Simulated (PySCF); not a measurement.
# H2Re: the cost of one run

Program: PySCF 2.14.0. Level of theory: each script names its method and basis. These are calculated values, not measurements.

7 further runs of the same task are left out: 1 for a known fault of the program, 6 that didn't finish.

## Step 1: Where the work starts

ReH2 (sextet): 3 atoms, charge 0, spin multiplicity 6.

Bond lengths: Re1–H2 1.804 Å, Re1–H3 1.804 Å. Angles: H2–Re1–H3 150.3°.

Geometry (Å):

```xyz
3

Re   -0.0049    0.0001    0.0000
H     0.4578   -0.0072    1.7432
H     0.4578   -0.0072   -1.7432
```

## Step 2: Base script

The input, input.py:

```python
from pyscf import gto, scf, mcscf, mrpt

mol = gto.M(
    atom='Re -0.0049 0.0001 0; H 0.4578 -0.0072 1.7432; H 0.4578 -0.0072 -1.7432',
    basis='jorge-dzp-dkh',
    charge=0,
    spin=5,
    verbose=4,
)
mf = scf.ROHF(mol)
mf = mf.sfx2c1e()
mf.level_shift = 0.3
mf.kernel()
mc = mcscf.CASSCF(mf, 6, 5)
mc.kernel()
mc.analyze()
mrpt.NEVPT(mc).kernel()
mf.dip_moment()
print('orbital energies (hartree):', mf.mo_energy[..., max(0, mol.nelec[1]-3):mol.nelec[0]+3].round(4))
```

Run with:

```console
$ OMP_NUM_THREADS=1 python input.py
```

**Question.** How long does this run take on 1 thread of Arm Neoverse N1, shared host, and how much memory does it need?

About 5.9 s, with a peak of 0.2 GiB.
